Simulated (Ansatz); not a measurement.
# C₂H₈BClO: basis-set convergence

How large a basis does C₂H₈BClO need? Two functionals are run in growing sets.

The runs use Ansatz 0.2.0, Gaussian basis; one geometry, several basis sets.

Plan: PBE0-D4/def2-SVP; ωB97M-V/def2-SVP; PBE0-D4/def2-QZVPP; ωB97M-V/def2-QZVPP; the functionals' def2-TZVPP values are taken from earlier runs.

## (1) The relaxed structure

The geometry comes from an earlier relaxation with PBE0-D4 in a triple-zeta def2 set; it is a stationary point, not always the lowest conformer.

13 atoms, charge 0, spin multiplicity 1.

Atoms are counted from 1 here; the program's logs count them from 0.

Bond lengths: C1–B2 1.584 Å, C1–H6 1.095 Å, C1–H7 1.094 Å, C1–H8 1.095 Å, B2–C3 1.584 Å, B2–O4 1.709 Å, B2–Cl5 1.874 Å, C3–H9 1.095 Å, C3–H10 1.095 Å, C3–H11 1.094 Å, O4–H12 0.968 Å, O4–H13 0.968 Å. Angles: B2–C1–H6 113.6°, B2–C1–H7 109.3°, B2–C1–H8 111.9°, H6–C1–H7 106.3°, H6–C1–H8 108.3°, H7–C1–H8 107.2°, C1–B2–C3 120.1°, C1–B2–O4 103.8°, C1–B2–Cl5 112.9°, C3–B2–O4 103.8°, C3–B2–Cl5 112.9°, O4–B2–Cl5 100.3°, B2–C3–H9 111.9°, B2–C3–H10 113.6°, B2–C3–H11 109.3°, H9–C3–H10 108.3°, H9–C3–H11 107.2°, H10–C3–H11 106.3° and more.

## (2) PBE0-D4 in def2-SVP

Contents of in.yaml:

```yaml
crystal:
  periodic: [false, false, false]
  atoms:
    - {symbol: C, position_ang: [-1.503688, -0.151519, -0.107401]}
    - {symbol: B, position_ang: [0.030534, 0.228613, -0.206422]}
    - {symbol: C, position_ang: [1.103180, -0.882358, -0.557623]}
    - {symbol: O, position_ang: [0.437421, 0.699206, 1.385386]}
    - {symbol: Cl, position_ang: [0.325097, 1.839960, -1.116077]}
    - {symbol: H, position_ang: [-2.137342, 0.670306, 0.242966]}
    - {symbol: H, position_ang: [-1.873490, -0.421403, -1.100461]}
    - {symbol: H, position_ang: [-1.668770, -1.014752, 0.545082]}
    - {symbol: H, position_ang: [1.002591, -1.763702, 0.083696]}
    - {symbol: H, position_ang: [2.137756, -0.528180, -0.495177]}
    - {symbol: H, position_ang: [0.954870, -1.214271, -1.588925]}
    - {symbol: H, position_ang: [1.339618, 1.045791, 1.338187]}
    - {symbol: H, position_ang: [-0.127278, 1.457408, 1.591670]}
basis:
  gaussian: {orbitals: def2-SVP}
hamiltonian: {xc: pbe0, dispersion: d4}
output: {orbitals: {seedname: orbitals}}
```

The run is started by

```bash
$ ansatz run in.yaml --threads 4 --pin off --events-out ev --progress --plain --max-ram 10444MiB
```

Further steps of the session: ωB97M-V in def2-SVP; PBE0-D4 in def2-QZVPP; ωB97M-V in def2-QZVPP.

**Question.** What will the summary of the whole plan be? Wanted: PBE0-D4: double and triple zeta above quadruple; ωB97M-V: double and triple zeta above quadruple.

**Answer**, as computed:

```
                                       quantity           value
PBE0-D4: double and triple zeta above quadruple  10.54, 0.65 eV
ωB97M-V: double and triple zeta above quadruple  10.74, 0.62 eV
```

In words: PBE0-D4 gains 9.89 eV from double to triple zeta, then 0.65 eV more. Total energies overstate the basis error of differences, where much of it tends to cancel. The LUMO of ωB97M-V is positive and keeps falling with the basis (2.05 to 0.80 eV): an unbound level that the basis holds in place.
